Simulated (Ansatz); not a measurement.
# ZrH₃+ (septet): wave-function methods side by side, def2-TZVPP

One table from this session's results is given with a row withheld; the runs are named, their logs left out.

Program: Ansatz 0.2.0, Gaussian basis. Level of theory: def2-TZVPP, core rule «outside noble gas», up to 4 orbitals frozen. These are calculated values, not measurements.

To be run: UHF; CCSD(T) on ROHF; CCSD(T) on UHF; CCSDT(Q) on ROHF; CCSDT(Q) on UHF.

14 further runs of the same task are left out: 9 for a known fault of the program, 5 set aside as unsound or not needed. Runs told in other sessions of the task aren't counted.

### The geometry

The geometry is a PBE0/def2-TZVP stationary point (not a proven minimum) of the parent state, kept for this charge and spin. No spin-orbit coupling is included. Elements past krypton take def2 core potentials.

4 atoms, charge 1, spin multiplicity 7.

Atoms are counted from 1 here; the program's logs count them from 0.

Bond lengths: Zr1–H2 2.446 Å, Zr1–H3 2.050 Å, Zr1–H4 2.050 Å, H3–H4 0.811 Å. Angles: H2–Zr1–H3 168.6°, H2–Zr1–H4 168.6°, H3–Zr1–H4 22.8°, Zr1–H3–H4 78.6°, Zr1–H4–H3 78.6°.

Geometry (Å):

```xyz
4

Zr    0.0000    0.0000   -0.0168
H     0.0000    0.0000   -2.4633
H     0.0000    0.4057    1.9929
H     0.0000   -0.4057    1.9929
```

Set-up of the first run:

Input file in.yaml:

```yaml
crystal:
  periodic: [false, false, false]
  atoms:
    - {symbol: Zr, position_ang: [0.000000, 0.000000, -0.016822]}
    - {symbol: H, position_ang: [0.000000, 0.000000, -2.463315]}
    - {symbol: H, position_ang: [0.000000, 0.405660, 1.992908]}
    - {symbol: H, position_ang: [0.000000, -0.405660, 1.992908]}
basis:
  gaussian: {orbitals: def2-TZVPP}
total_charge: 1
magnetization: {spin_polarized: true, initial_magnetization: 6}
hamiltonian: {xc: hf}
output: {orbitals: {seedname: orbitals}}
```

Command:

```sh
> ansatz run in.yaml --threads 1 --pin off --events-out ev --progress --plain --max-ram 4096MiB --backend cpu
```

Steps of the session up to this table: UHF; CCSD(T) on ROHF; CCSD(T) on UHF; CCSDT(Q) on ROHF; CCSDT(Q) on UHF.

One table of the session follows, with a row left open; its other results are not shown here.

It belongs to the step «Misses and costs». 

```
   method  from RCCSDT(Q) (meV)
     ROHF               +1281.4
      UHF               +1168.4
     RMP2                +347.9
     UMP2                +244.3
    RCCSD                 +39.2
    UCCSD                 -60.0
 RCCSD(T)                     ?
 UCCSD(T)                 -88.5
   RCCSDT                  +0.6
   UCCSDT                 -97.5
RCCSDT(Q)                     0
UCCSDT(Q)                 -98.2
```

Q: Estimate the row for RCCSD(T) from the others.

**Answer.** from RCCSDT(Q) (meV): +10.0. In the column «from RCCSDT(Q) (meV)» it lies between RCCSDT (+0.6) and RCCSD (+39.2).

To keep in mind: Restricted and unrestricted rows rest on different reference determinants; a gap between their highest levels can come from leftover correlation error, from unlike frozen cores or from another state.
